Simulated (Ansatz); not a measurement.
# La, space group Im-3m: a test of the smearing width

Program: the Python package of Ansatz (0.2.0).

Notebook, run cell by cell (the value of a cell's last expression is shown):

```python
import ansatz as az
import pandas as pd
```

```python
lattice = az.Lattice.of(
    (-2.12383107, 2.12383107, 2.12383107),
    (2.12383107, -2.12383107, 2.12383107),
    (2.12383107, 2.12383107, -2.12383107),
)
sites = [
    ("La", (0.0, 0.0, 0.0)),
]
cell = az.Crystal(lattice=lattice)
for symbol, position in sites:
    cell = cell.atom(symbol, position)
```

```python
cell.resolved().tree()["lattice"]
```

    ((-2.12383107, 2.12383107, 2.12383107), (2.12383107, -2.12383107, 2.12383107),
     (2.12383107, 2.12383107, -2.12383107))

```python
setup = (
    cell.calculation()
    .eigensolver("davidson")
    .functional("lda")
    .kpoints(density=4.3)
    .scf(max_iterations=200)
)
```

```python
rows = []
for value in [0.25, 0.15, 0.1, 0.05, 0.025]:
    rep = setup.occupations("gaussian", width=value).run().report
    rows.append((value, rep["free_energy_ev"] / len(rep["lattice"]["sites"]), rep["n_iterations"], rep["n_kpoints"]))
```

    DeckWarning: basis.ecutwfc = 420 eV, auto-derived from the records' recommended cutoffs: set by La (normal level)

```python
table = pd.DataFrame(rows, columns=["width (eV)", "F/atom (eV)", "iterations", "k-points"])
table.round(5)
```

       width (eV)  F/atom (eV)  iterations  k-points
    0       0.250  -6075.98389           6        35
    1       0.150  -6075.95487           6        35
    2       0.100  -6075.94422           6        35
    3       0.050  -6075.93639           6        35
    4       0.025  -6075.93385           6        35

```python
for row in rows[:-1]:
    shift = 1000 * (row[1] - rows[-1][1])
    print(f"{row[0]}: {shift:+.2f} meV/atom" + ("  (within 5 meV)" if abs(shift) < 5 else ""))
```

    0.25: -50.04 meV/atom
    0.15: -21.02 meV/atom
    0.1: -10.37 meV/atom
    0.05: -2.53 meV/atom  (within 5 meV)

Going from 0.025 to 0.25 eV changes F by -50.0 meV an atom. The report's estimate for zero width moves by -9.0 meV, so the entropy term explains only part of the change.

What to keep in mind:
- The free energy holds a sizeable smearing term, which stands for no physical temperature.
- The narrowest width needs the finest mesh, so the last row is no converged reference.
- This isn't the structure that La takes at ambient conditions.
- Warnings are shown shortened and without file and line.
- Wall time of the script: 5.1 s on 1 thread of Arm Neoverse V1, on a shared host, peak memory 0.37 GiB.

(Lines on the test bed's own set-up are left out of the output.)
